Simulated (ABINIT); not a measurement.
SnSe2 in ABINIT: the effect of target pressure

The system is SnSe2.

```xyz
3
Lattice="3.8110 0.0000 0.0000 -1.9055 3.3004 0.0000 0.0000 0.0000 6.1360" Properties=species:S:1:pos:R:3 pbc="T T T"
Sn    0.0000    0.0000    0.0000
Se    1.9055    1.1001    4.6081
Se    0.0000    2.2003    1.5279
```

Alike in all runs:

- Program: ABINIT 10.8.3 (patched build)
- Task: relaxation of cell and atoms
- Functional: PBE
- Potentials or basis: JTH PAW PBE v2.0
- Cutoff: 599 eV
- k mesh: 6 × 6 × 4
- Occupations: fermi-dirac, width 0.05 eV
- Spin: no spin polarisation

Each run relaxes the cell or the atoms first.

**Question.** One run gave: relaxed volume 22.29 Å³/atom. Which target pressure did it use?
A. 5 GPa
B. 10 GPa
C. 30 GPa
D. 20 GPa

**Answer.** B.

| target pressure | relaxed volume (Å³/atom) |
| --- | --- |
| 5 GPa | 24.08 |
| 10 GPa | 22.29 |
| 20 GPa | 20.36 |
| 30 GPa | 19.05 |

Caveats: this functional lacks dispersion, which binds the layers, so the pressure and a relaxed spacing across them are unreliable; the volume moved by over 15 % at a fixed basis, so the end points are rough (some runs); the atomic spheres overlap (some runs).
